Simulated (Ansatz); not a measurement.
**C2H5NSn: small, medium and large basis sets**

One table from this session's results is given with a row withheld; the runs are named, their logs left out.

Method: one geometry, several basis sets; program: Ansatz 0.2.0, Gaussian basis.

Levels to be run: PBE0-D4/def2-SVP; ωB97M-V/def2-SVP; PBE0-D4/def2-QZVPP; ωB97M-V/def2-QZVPP; the functionals' def2-TZVPP values are taken from earlier runs.

**The relaxed structure**

The geometry comes from an earlier relaxation with PBE0-D4 in a triple-zeta def2 set; it is a stationary point, not always the lowest conformer. Sn takes the def2 core potential; no spin-orbit term is included.

9 atoms, charge 0, spin multiplicity 1.

Atoms are counted from 1 here; the program's logs count them from 0.

Bond lengths: C1–C2 1.206 Å, C1–H5 1.062 Å, C2–N3 1.332 Å, N3–Sn4 2.045 Å, N3–H6 1.009 Å, Sn4–H7 1.699 Å, Sn4–H8 1.703 Å, Sn4–H9 1.705 Å. Angles: C2–C1–H5 178.6°, C1–C2–N3 176.6°, C2–N3–Sn4 120.4°, C2–N3–H6 115.1°, Sn4–N3–H6 119.1°, N3–Sn4–H7 105.9°, N3–Sn4–H8 103.9°, N3–Sn4–H9 108.8°, H7–Sn4–H8 113.3°, H7–Sn4–H9 111.8°, H8–Sn4–H9 112.5°.

As a file:

```xyz
9
charge 0, multiplicity 1
C     1.00847    2.14007   -0.54697
C     0.87519    0.94200   -0.51617
N     0.65039   -0.37081   -0.47821
Sn   -0.98062   -1.11278    0.50780
H     1.14160    3.19284   -0.59466
H     1.47155   -0.94903   -0.57137
H    -2.33741   -0.51502   -0.32224
H    -0.80253   -2.80175    0.38106
H    -0.93803   -0.57183    2.12376
```

Set-up of the first run:

File in.yaml:

```yaml
crystal:
  periodic: [false, false, false]
  atoms:
    - {symbol: C, position_ang: [1.008467, 2.140073, -0.546973]}
    - {symbol: C, position_ang: [0.875187, 0.942002, -0.516167]}
    - {symbol: N, position_ang: [0.650388, -0.370814, -0.478209]}
    - {symbol: Sn, position_ang: [-0.980618, -1.112777, 0.507805]}
    - {symbol: H, position_ang: [1.141603, 3.192839, -0.594660]}
    - {symbol: H, position_ang: [1.471552, -0.949027, -0.571374]}
    - {symbol: H, position_ang: [-2.337413, -0.515015, -0.322236]}
    - {symbol: H, position_ang: [-0.802531, -2.801748, 0.381057]}
    - {symbol: H, position_ang: [-0.938034, -0.571835, 2.123758]}
basis:
  gaussian: {orbitals: def2-SVP}
hamiltonian: {xc: pbe0, dispersion: d4}
output: {orbitals: {seedname: orbitals}}
```

Started as:

```
$ ansatz run in.yaml --threads 2 --pin off --events-out ev --progress --plain --max-ram 4352MiB
```

Among the steps run: PBE0-D4 in def2-SVP; ωB97M-V in def2-SVP; PBE0-D4 in def2-QZVPP; ωB97M-V in def2-QZVPP.

One table of the session follows, with a row left open; its other results are not shown here.

| functional | basis | HOMO (eV) |
| --- | --- | --- |
| PBE0-D4 | def2-SVP | ? |
| PBE0-D4 | def2-TZVPP | -6.11 |
| PBE0-D4 | def2-QZVPP | -6.15 |
| ωB97M-V | def2-SVP | -8.13 |
| ωB97M-V | def2-TZVPP | -8.31 |
| ωB97M-V | def2-QZVPP | -8.34 |

Q: Estimate the row for PBE0-D4, def2-SVP from the others.

As computed: HOMO (eV): -5.96. In the column «HOMO (eV)» it is the highest.
